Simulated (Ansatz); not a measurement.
# GeH₅O (doublet): from Hartree-Fock to the top rungs at distance O1–H3 along a hydrogen transfer = 1.064 Å, cc-pVDZ

How much of the correlation energy of GeH₅O (doublet) does each wave-function method recover here?

Computed with Ansatz 0.2.0, Gaussian basis. Level: cc-pVDZ, core rule «outside noble gas», up to 15 orbitals frozen.

Plan: UHF; CCSD(T) on ROHF; CCSD(T) on UHF; BCCD(T) on ROHF; CISD; CCSDT(Q) on ROHF; CCSDT(Q) on UHF; CASSCF and MRCISD+Q, 3 electrons in 3 orbitals; CASSCF and NEVPT2, 3 electrons in 3 orbitals.

4 further runs of the same task are left out: 4 that didn't finish.

## Step 1: The geometry

The geometry derives from fragments relaxed apart (PBE0/def2-TZVP) and kept rigid, so it is no stationary point. A hydrogen atom is moved between rigid fragments. No spin-orbit coupling is included. The filled d shell of Ge may be among the frozen orbitals whatever the setting's name suggests; the logs give the count.

7 atoms, charge 0, spin multiplicity 2.

Atoms are counted from 1 here; the program's logs count them from 0.

Bond lengths: O1–H2 0.960 Å, O1–H3 1.064 Å, Ge4–H5 1.539 Å, Ge4–H6 1.539 Å, Ge4–H7 1.539 Å. Angles: H2–O1–H3 105.1°, H5–Ge4–H6 111.2°, H5–Ge4–H7 111.2°, H6–Ge4–H7 111.2°.

## Step 2: UHF

Input file in.yaml:

```yaml
crystal:
  periodic: [false, false, false]
  atoms:
    - {symbol: O, position_ang: [-2.624660, -0.009969, -0.000001]}
    - {symbol: H, position_ang: [-2.873970, 0.916606, -0.000001]}
    - {symbol: H, position_ang: [-1.560660, -0.009969, -0.000001]}
    - {symbol: Ge, position_ang: [0.595340, -0.009969, 0.000000]}
    - {symbol: H, position_ang: [1.064007, -1.475884, 0.000000]}
    - {symbol: H, position_ang: [1.064009, 0.722988, -1.269519]}
    - {symbol: H, position_ang: [1.064008, 0.722988, 1.269520]}
basis:
  gaussian: {orbitals: cc-pVDZ}
magnetization: {spin_polarized: true, initial_magnetization: 1}
hamiltonian: {xc: hf}
output: {orbitals: {seedname: orbitals}}
```

Command:

```bash
ansatz run in.yaml --threads 1 --pin off --events-out ev --progress --plain --max-ram 2502MiB
```

Further steps of the session: CCSD(T) on ROHF; CCSD(T) on UHF; BCCD(T) on ROHF; CISD; CCSDT(Q) on ROHF; CCSDT(Q) on UHF; CASSCF and MRCISD+Q, 3 electrons in 3 orbitals; CASSCF and NEVPT2, 3 electrons in 3 orbitals.

Q: Predict the results of all the runs planned. Wanted: UCCSDT(Q) below the RHF energy; RMP2 from UCCSDT(Q); UMP2 from UCCSDT(Q); RCCSD from UCCSDT(Q); RCCSD(T) from UCCSDT(Q); UCCSD(T) from UCCSDT(Q); RCCSDT(Q) from UCCSDT(Q); NEVPT2 pair from UCCSDT(Q); MRCISD+Q pair from UCCSDT(Q).

**Answer**, as computed:

| quantity | value |
| --- | --- |
| UCCSDT(Q) below the RHF energy | -9.4126 eV |
| RMP2 from UCCSDT(Q) | +1144.1 meV |
| UMP2 from UCCSDT(Q) | +1146.8 meV |
| RCCSD from UCCSDT(Q) | +210.4 meV |
| RCCSD(T) from UCCSDT(Q) | +43.1 meV |
| UCCSD(T) from UCCSDT(Q) | +39.7 meV |
| RCCSDT(Q) from UCCSDT(Q) | +3.8 meV |
| NEVPT2 pair from UCCSDT(Q) | +1141.2 meV |
| MRCISD+Q pair from UCCSDT(Q) | +133.3 meV |
| levels within 1 kcal/mol (43 meV) | RCCSD(T), UCCSD(T), BCCD(T), RCCSDT, UCCSDT, RCCSDT(Q) |
| T1 diagnostic | 0.015 |

RCCSD(T) misses by +43.1 meV, 0.5 % of the correlation energy. Of the multireference levels listed MRCISD+Q pair comes nearest in total energy (+133.3 meV), which doesn't show that its space is the better one. These misses are within one basis, not against nature; the frozen cores of restricted and unrestricted runs differ, which can shift their rows.
